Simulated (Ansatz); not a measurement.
# Mg2As: the cost of one run

Computed with Ansatz 0.2.0 (DFT PBE, scalar-relativistic, plane waves, PAW, unless a step's input says otherwise).

### 1 The system as given

Symmetry: P6/mmm, No. 191, hexagonal system. Conventional cell: a = 4.049 Å, b = 4.049 Å, c = 4.372 Å, α = 90.00°, β = 90.00°, γ = 120.00°. Around Mg (site symmetry -6m2) lie 3 Mg at 2.34 Å and 6 As at 3.20 Å. As (site symmetry 6/mmm) is surrounded by 12 Mg at 3.20 Å.

Structure file:

```xyz
3
Lattice="4.0491 0.0000 0.0000 -2.0245 3.5066 0.0000 0.0000 0.0000 4.3719" Properties=species:S:1:pos:R:3 pbc="T T T"
Mg    0.0000    2.3377    2.1859
Mg    2.0245    1.1689    2.1859
As    0.0000    0.0000    0.0000
```

(A quick probe on a coarse mesh, which set the mesh and smearing, is not shown.)

### 3 Rough relaxation on the coarse mesh

The input, input.yaml:

```yaml
crystal:
  lattice:
    - [4.0490506681, 0.0, 0.0]
    - [-2.024525334, 3.5065807398, 0.0]
    - [0.0, 0.0, 4.3718985619]
  atoms:
    - { symbol: Mg, position: [0.3333333333, 0.6666666667, 0.5] }
    - { symbol: Mg, position: [0.6666666667, 0.3333333333, 0.5] }
    - { symbol: As, position: [0.0, 0.0, 0.0] }
basis:
  ecutwfc: 420
kpoints:
  mp_grid: { grid: [6, 6, 4] }
hamiltonian:
  xc: pbe
scf:
  occupations: { method: gaussian, width: 0.1 }
  lower_state_search: "off"
output:
  forces: true
  stress: true
  eigenvalues: true
relax:
  adjacent_minimum: "off"
  f_tol: 0.04
  max_steps: 70
  cell: { stress_tol: 0.4 }
```

Launch:

```bash
$ ansatz run input.yaml --threads 1 --pin off --max-ram 2560MiB --backend cpu --events-out ev --progress --plain --runs-dir out
```

**Question.** How long does this run take on 1 thread of Arm Neoverse N1, shared host, and how much memory does it need?

About 35 s, with a peak of 0.33 GiB.
